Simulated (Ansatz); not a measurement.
Write a Python script for Ansatz's Python interface that makes an atomisation energy of CH8GeOSi, SMILES C[SiH2][GeH2][OH]. Level of theory (for the species named): CAM-B3LYP, def2-SVPD basis, multiplicity 1.

```xyz
12

C    -0.8645    1.5480    0.1202
Si   -0.1846    0.1200    0.9933
Ge    1.1169   -1.0651   -0.4904
O     0.2393   -1.5860   -1.8764
H    -0.0936    2.2372   -0.2809
H    -1.5538    2.1814    0.8085
H    -1.4970    1.2428   -0.7441
H    -1.2253   -0.7258    1.4767
H     0.6363    0.6037    2.1700
H     2.3049   -0.1566   -0.9500
H     1.7274   -2.3060    0.2659
H    -0.5290   -2.1488   -1.4587
```

The script, `run_tae.py`:
```python
# -*- coding: utf-8 -*-
"""Atomisation energy of CH8GeOSi at the given geometry."""

from collections import Counter
import logging
import sys

import ansatz as az

logging.basicConfig(stream=sys.stdout, format="[%(levelname)s] %(message)s")
log = logging.getLogger("ansatz_job")
log.setLevel(logging.INFO)

config = {
    "basis_set": "def2-SVPD",
    "xc": "cam_b3lyp",
}


def total_energy(molecule, charge=0, unpaired=0):
    calc = (
        molecule.calculation()
        .basis(gaussian=config["basis_set"])
        .functional(config["xc"])
    )
    if charge:
        calc = calc.charge(charge)
    if unpaired:
        calc = calc.spin("collinear", total=unpaired)
    report = calc.run(threads=1, backend="cpu").report
    if report["published_state_doubts"]:
        print("  doubts:", report["published_state_doubts"])
    return report["free_energy_ev"]

mol = (
    az.Crystal.molecule()
    .atom("C", [-0.8645, 1.548, 0.1202])
    .atom("Si", [-0.1846, 0.12, 0.9933])
    .atom("Ge", [1.1169, -1.0651, -0.4904])
    .atom("O", [0.2393, -1.586, -1.8764])
    .atom("H", [-0.0936, 2.2372, -0.2809])
    .atom("H", [-1.5538, 2.1814, 0.8085])
    .atom("H", [-1.497, 1.2428, -0.7441])
    .atom("H", [-1.2253, -0.7258, 1.4767])
    .atom("H", [0.6363, 0.6037, 2.17])
    .atom("H", [2.3049, -0.1566, -0.95])
    .atom("H", [1.7274, -2.306, 0.2659])
    .atom("H", [-0.529, -2.1488, -1.4587])
)

# unpaired electrons of the ground-state atoms
unpaired = {"C": 2, "Si": 2, "Ge": 2, "O": 2, "H": 1}
counts = Counter(site.symbol for site in mol.cartesian_sites)
atom_energy = {s: total_energy(az.Crystal.molecule().atom(s, (0, 0, 0)), 0, unpaired[s]) for s in counts}
whole = total_energy(mol, 0, 0)
for s, e in atom_energy.items():
    log.info(f"{s:2s} x{counts[s]}  {e:14.5f} eV")
log.info(f"CH8GeOSi: {whole:.5f} eV")
split = sum(counts[s] * e for s, e in atom_energy.items()) - whole
log.info(f"atomisation energy (no zero-point term): {split:.3f} eV, {split / sum(counts.values()):.3f} eV an atom")
```

Running `python run_tae.py` prints:
```text
[INFO] C  x1     -1028.38616 eV
[INFO] Si x1     -7871.69183 eV
[INFO] Ge x1    -56511.99069 eV
[INFO] O  x1     -2040.47849 eV
[INFO] H  x8       -13.54842 eV
[INFO] CH8GeOSi: -67600.77975 eV
[INFO] atomisation energy (no zero-point term): 39.845 eV, 3.320 eV an atom
```

39.845 eV from the electronic energies, without the zero-point term.

Reading the output:
- Total energies depend on the basis set; only differences at equal settings carry meaning.
- The geometry is a force-field or estimated start, not a minimum of this method, and the basis set is short of its limit. All parts are taken at fixed geometry, without zero-point energy.
- The whole script took 7.9 s on 1 thread of AMD EPYC 9B14 (Zen 4), on a shared host, peak memory 0.56 GiB.
